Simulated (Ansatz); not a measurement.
**C₅H₁₆BNSi: small, medium and large basis sets**

How large a basis does C₅H₁₆BNSi need? Two functionals are run in growing sets.

The runs use Ansatz 0.2.0, Gaussian basis; one geometry, several basis sets.

The runs, in order: PBE0-D4/def2-SVP; ωB97M-V/def2-SVP; PBE0-D4/def2-QZVPP; ωB97M-V/def2-QZVPP; the functionals' def2-TZVPP values are taken from earlier runs.

### Step 1. The geometry

The geometry comes from an earlier relaxation with PBE0-D4 in a triple-zeta def2 set; it is a stationary point, not always the lowest conformer.

SMILES `BN(C(C)C)[SiH](C)C`, 24 atoms, charge 0, spin multiplicity 1.

Atoms are counted from 1 here; the program's logs count them from 0.

Bond lengths: B1–N2 1.395 Å, B1–H9 1.198 Å, B1–H10 1.200 Å, N2–C3 1.477 Å, N2–Si6 1.758 Å, C3–C4 1.519 Å, C3–C5 1.519 Å, C3–H11 1.098 Å, C4–H12 1.092 Å, C4–H13 1.092 Å, C4–H14 1.093 Å, C5–H15 1.093 Å, C5–H16 1.092 Å, C5–H17 1.092 Å, Si6–C7 1.869 Å, Si6–C8 1.869 Å, Si6–H18 1.484 Å, C7–H19 1.093 Å and more. Angles: N2–B1–H9 119.1°, N2–B1–H10 120.7°, H9–B1–H10 120.2°, B1–N2–C3 121.8°, B1–N2–Si6 122.3°, C3–N2–Si6 115.9°, N2–C3–C4 111.3°, N2–C3–C5 111.3°, N2–C3–H11 107.2°, C4–C3–C5 112.1°, C4–C3–H11 107.3°, C5–C3–H11 107.3°, C3–C4–H12 110.5°, C3–C4–H13 110.8°, C3–C4–H14 110.6°, H12–C4–H13 108.2°, H12–C4–H14 108.3°, H13–C4–H14 108.4° and more.

### Step 2. PBE0-D4 in def2-SVP

in.yaml reads:

```yaml
crystal:
  periodic: [false, false, false]
  atoms:
    - {symbol: B, position_ang: [1.157181, -0.588884, 1.777280]}
    - {symbol: N, position_ang: [0.430126, -0.136144, 0.676647]}
    - {symbol: C, position_ang: [-0.134066, -1.067819, -0.320590]}
    - {symbol: C, position_ang: [0.961189, -1.839615, -1.036967]}
    - {symbol: C, position_ang: [-1.166739, -1.988985, 0.306769]}
    - {symbol: Si, position_ang: [0.130188, 1.571326, 0.387508]}
    - {symbol: C, position_ang: [0.884847, 2.084318, -1.244021]}
    - {symbol: C, position_ang: [-1.709373, 1.903943, 0.376982]}
    - {symbol: H, position_ang: [1.593075, 0.210114, 2.555792]}
    - {symbol: H, position_ang: [1.346441, -1.761628, 1.946572]}
    - {symbol: H, position_ang: [-0.652970, -0.462071, -1.075073]}
    - {symbol: H, position_ang: [1.506225, -2.471698, -0.332633]}
    - {symbol: H, position_ang: [1.673862, -1.157219, -1.504842]}
    - {symbol: H, position_ang: [0.535729, -2.480083, -1.813407]}
    - {symbol: H, position_ang: [-1.620603, -2.631468, -0.451715]}
    - {symbol: H, position_ang: [-1.958650, -1.412232, 0.789150]}
    - {symbol: H, position_ang: [-0.701285, -2.626661, 1.061380]}
    - {symbol: H, position_ang: [0.772197, 2.317644, 1.498399]}
    - {symbol: H, position_ang: [0.705282, 3.147019, -1.428833]}
    - {symbol: H, position_ang: [0.459745, 1.527404, -2.083281]}
    - {symbol: H, position_ang: [1.965000, 1.920678, -1.240590]}
    - {symbol: H, position_ang: [-2.220928, 1.345987, -0.411793]}
    - {symbol: H, position_ang: [-2.159398, 1.628959, 1.333730]}
    - {symbol: H, position_ang: [-1.902076, 2.966814, 0.206834]}
basis:
  gaussian: {orbitals: def2-SVP}
hamiltonian: {xc: pbe0, dispersion: d4}
output: {orbitals: {seedname: orbitals}}
```

Started as:

```bash
> ansatz run in.yaml --threads 4 --pin off --events-out ev --progress --plain --max-ram 66560MiB --backend cpu
```

Further steps of the session: ωB97M-V in def2-SVP; PBE0-D4 in def2-QZVPP; ωB97M-V in def2-QZVPP.

Q: Predict the results of all the runs planned. Wanted: PBE0-D4: double and triple zeta above quadruple; ωB97M-V: double and triple zeta above quadruple.

The runs gave:

| quantity | value |
| --- | --- |
| PBE0-D4: double and triple zeta above quadruple | 11.85, 0.72 eV |
| ωB97M-V: double and triple zeta above quadruple | 12.37, 0.68 eV |

**Reading.** PBE0-D4 gains 11.13 eV from double to triple zeta, then 0.72 eV more. These are total energies; as a rule much of such shifts cancels in differences, which this series doesn't test. The LUMO of ωB97M-V is positive and keeps falling with the basis (2.33 to 1.49 eV): an unbound level that the basis holds in place.
